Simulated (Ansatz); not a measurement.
What does this script print? It uses the Python package of Ansatz (0.2.0).

`relaxed_scan.py`
```python
# -*- coding: utf-8 -*-
'''Relaxed scan of one distance in CH3K.'''

import ansatz
import numpy as np


def main():
    geometry_ang = [
        ('C', (-0.2203, 0.0443, -0.1066)),
        ('K', (1.9961, -0.7428, 0.8798)),
        ('H', (-1.1222, -0.1293, 0.581)),
        ('H', (-0.3889, -0.4218, -1.0816)),
        ('H', (-0.2147, 1.1759, -0.3139)),
    ]
    system = ansatz.Crystal.molecule()
    for symbol, xyz in geometry_ang:
        system = system.atom(symbol, xyz)

    base = (
        system.calculation()
        .basis(gaussian='def2-SVP')
        .functional('pbe', dispersion='d4')
    )
    symbols = [site.symbol for site in system.cartesian_sites]
    pairs = [(0, 1), (0, 2), (0, 3), (0, 4)]
    print('held (A)   E (eV)        ', '  '.join(f'{symbols[i]}{i}-{symbols[j]}{j}' for i, j in pairs))
    for length in [2.35, 2.55, 2.75, 3.06, 3.44]:
        report = base.relax(constraints=[ansatz.DistanceConstraint((0, 1), at=length)], force_tolerance=0.02, max_steps=60).run().report
        xyz = np.array(report['positions_ang'])
        print(f'{length:6.2f} {report["free_energy_ev"]:14.5f}  ', '  '.join(f'{np.linalg.norm(xyz[i] - xyz[j]):.3f}' for i, j in pairs))


if __name__ == '__main__':
    main()
```

```console
$ python relaxed_scan.py
held (A)   E (eV)         C0-K1  C0-H2  C0-H3  C0-H4
DeckWarning: relax.constraints: the input's atoms, or those drawn, lie off the distances that are held; a relaxation that starts there is brought onto them ahead of its first SCF, by positions alone, an atom by 1.00e-1 Å at the most. With the symmetry detection on, the symmetry is detected on the input's atoms as so [...]
  2.35   -17398.68207   2.350  1.118  1.118  1.118
  2.55   -17398.96316   2.550  1.116  1.116  1.116
  2.75   -17399.01261   2.750  1.113  1.113  1.113
  3.06   -17398.88674   3.060  1.109  1.109  1.109
  3.44   -17398.66198   3.440  1.105  1.105  1.105
```
(Warnings from the package without file and line, shortened, repeats left out.)

Reading the output:
- Total energies depend on the basis set; only differences at equal settings carry meaning.
- The energies are electronic: no zero-point or thermal terms, and the basis set is short of its limit.
- The whole script took 38 s on 1 thread of Arm Neoverse V1 (shared host), peak memory 0.19 GiB.
